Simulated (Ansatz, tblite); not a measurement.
# C₂₀H₁₉BO₂: one state, many levels

One table from this session's results is given with a row withheld; the runs are named, their logs left out.

Computed with Ansatz 0.2.0, Gaussian basis. Level: as each input shows.

Plan: GFN1-xTB, GFN2-xTB, PBE-D4/def2-TZVP, r2SCAN-D4/def2-TZVP, PBE-QIDH/def2-TZVP, B3LYP-D4/def2-TZVP, B97M-V/def2-TZVP, PBE-D4/def2-SVP, PBE0-D4/def2-SVP, HF/6-31G, B3LYP-D4/6-31G, MP2/def2-SVP, RPA/def2-SVP.

**The geometry**

The singlet was relaxed beforehand with PBE-D4/def2-SVP.

SMILES `OB(O)CCCCc1ccc2ccc3cccc4ccc1c2c34`, 42 atoms, charge 0, spin multiplicity 1.

Bond lengths: O1–B2 1.378 Å, O1–H24 0.974 Å, B2–O3 1.378 Å, B2–C4 1.580 Å, O3–H25 0.973 Å, C4–C5 1.540 Å, C4–H26 1.111 Å, C4–H27 1.113 Å, C5–C6 1.531 Å, C5–H28 1.111 Å, C5–H29 1.114 Å, C6–C7 1.544 Å, C6–H30 1.112 Å, C6–H31 1.113 Å, C7–C8 1.512 Å, C7–H32 1.111 Å, C7–H33 1.110 Å, C8–C9 1.408 Å and more. Angles: B2–O1–H24 114.2°, O1–B2–O3 123.6°, O1–B2–C4 118.7°, O3–B2–C4 117.7°, B2–O3–H25 114.6°, B2–C4–C5 112.2°, B2–C4–H26 109.9°, B2–C4–H27 108.8°, C5–C4–H26 110.1°, C5–C4–H27 108.9°, H26–C4–H27 106.7°, C4–C5–C6 113.6°, C4–C5–H28 109.3°, C4–C5–H29 109.6°, C6–C5–H28 109.6°, C6–C5–H29 108.7°, H28–C5–H29 105.7°, C5–C6–C7 114.2° and more.

PBE0-D4/def2-TZVP was run before; its log isn't repeated, and its numbers join the tables.

The first run:

Tight binding, by tblite at 300 K electronic temperature and without a spin-polarisation term:

```python
tblite.interface.Calculator('GFN1-xTB', numbers, positions, charge=0, uhf=0).singlepoint()
```

Tight binding, by tblite at 300 K electronic temperature and without a spin-polarisation term:

```python
tblite.interface.Calculator('GFN2-xTB', numbers, positions, charge=0, uhf=0).singlepoint()
```

start.molden holds the orbitals of an earlier run on this state, given as this run's starting guess.

in.yaml reads:

```yaml
crystal:
  periodic: [false, false, false]
  atoms:
    - {symbol: O, position_ang: [6.384422, 0.068568, -1.624831]}
    - {symbol: B, position_ang: [5.013694, 0.071969, -1.770656]}
    - {symbol: O, position_ang: [4.333290, 0.973697, -2.560535]}
    - {symbol: C, position_ang: [4.163440, -0.993517, -0.970822]}
    - {symbol: C, position_ang: [3.290903, -0.343799, 0.119570]}
    - {symbol: C, position_ang: [2.465946, -1.351286, 0.924506]}
    - {symbol: C, position_ang: [1.594822, -0.715291, 2.029571]}
    - {symbol: C, position_ang: [0.499453, 0.184715, 1.505247]}
    - {symbol: C, position_ang: [0.702853, 1.577189, 1.464912]}
    - {symbol: C, position_ang: [-0.253622, 2.453389, 0.944494]}
    - {symbol: C, position_ang: [-1.475940, 1.966651, 0.436851]}
    - {symbol: C, position_ang: [-2.482724, 2.838406, -0.105228]}
    - {symbol: C, position_ang: [-3.668817, 2.344656, -0.588793]}
    - {symbol: C, position_ang: [-3.948461, 0.933919, -0.569939]}
    - {symbol: C, position_ang: [-5.162650, 0.402334, -1.058675]}
    - {symbol: C, position_ang: [-5.409011, -0.976608, -1.026051]}
    - {symbol: C, position_ang: [-4.450580, -1.856419, -0.507807]}
    - {symbol: C, position_ang: [-3.220593, -1.371958, -0.008821]}
    - {symbol: C, position_ang: [-2.214077, -2.242503, 0.531296]}
    - {symbol: C, position_ang: [-1.024670, -1.751301, 1.012036]}
    - {symbol: C, position_ang: [-0.726432, -0.341891, 1.002612]}
    - {symbol: C, position_ang: [-1.719804, 0.551630, 0.468395]}
    - {symbol: C, position_ang: [-2.958218, 0.039480, -0.035160]}
    - {symbol: H, position_ang: [6.842258, 0.763116, -2.131926]}
    - {symbol: H, position_ang: [4.899284, 1.625177, -3.010895]}
    - {symbol: H, position_ang: [4.836182, -1.753275, -0.519567]}
    - {symbol: H, position_ang: [3.503098, -1.535541, -1.684357]}
    - {symbol: H, position_ang: [2.614625, 0.403945, -0.347557]}
    - {symbol: H, position_ang: [3.936706, 0.231834, 0.822058]}
    - {symbol: H, position_ang: [1.818330, -1.930234, 0.229481]}
    - {symbol: H, position_ang: [3.150047, -2.092276, 1.394395]}
    - {symbol: H, position_ang: [2.251175, -0.123499, 2.702497]}
    - {symbol: H, position_ang: [1.161809, -1.519924, 2.659568]}
    - {symbol: H, position_ang: [1.648438, 1.982273, 1.858380]}
    - {symbol: H, position_ang: [-0.060049, 3.537235, 0.927980]}
    - {symbol: H, position_ang: [-2.280223, 3.920756, -0.123575]}
    - {symbol: H, position_ang: [-4.430737, 3.024494, -1.000890]}
    - {symbol: H, position_ang: [-5.918177, 1.090854, -1.468032]}
    - {symbol: H, position_ang: [-6.362048, -1.370619, -1.410578]}
    - {symbol: H, position_ang: [-4.646139, -2.939737, -0.483238]}
    - {symbol: H, position_ang: [-2.415721, -3.324881, 0.555530]}
    - {symbol: H, position_ang: [-0.282110, -2.451739, 1.418555]}
basis:
  gaussian: {orbitals: def2-TZVP, fitting: {mean_field: def2-universal-jkfit}, initial_orbitals: start.molden}
hamiltonian: {xc: pbe, dispersion: d4}
scf: {omitted_lower_state_checks: [starts]}
output: {orbitals: {seedname: orbitals}}
```

Started as:

```bash
$ ansatz run in.yaml --threads 2 --pin off --events-out ev --progress --plain --max-ram 20480MiB --backend cuda --devices 0, --max-vram 18GiB
```

Steps of the session up to this table: PBE-D4/def2-TZVP; r2SCAN-D4/def2-TZVP; PBE-QIDH/def2-TZVP; B3LYP-D4/def2-TZVP; B97M-V/def2-TZVP; PBE-D4/def2-SVP; PBE0-D4/def2-SVP; HF/6-31G; B3LYP-D4/6-31G; MP2/def2-SVP; RPA/def2-SVP.

One table of the session follows, with a row left open; its other results are not shown here.

It belongs to the step «Binding energy». 

```
              level  binding an atom (eV)
           HF/6-31G                     ?
        HF/def2-SVP                 3.872
    PBE-D4/def2-SVP                 5.386
   PBE-D4/def2-TZVP                 5.304
r2SCAN-D4/def2-TZVP                 5.151
   B97M-V/def2-TZVP                 5.127
     B3LYP-D4/6-31G                 5.014
 B3LYP-D4/def2-TZVP                 5.112
   PBE0-D4/def2-SVP                 5.282
  PBE0-D4/def2-TZVP                 5.198
       MP2/def2-SVP                 5.070
```

Estimate the missing values for HF/6-31G.

The run gave: binding an atom (eV): 3.589. In the column «binding an atom (eV)» it is the lowest.

Caveats from the session: Free atoms were run apart at each level; binding is atoms less cluster, divided by the number of atoms, without zero-point or spin-orbit terms.
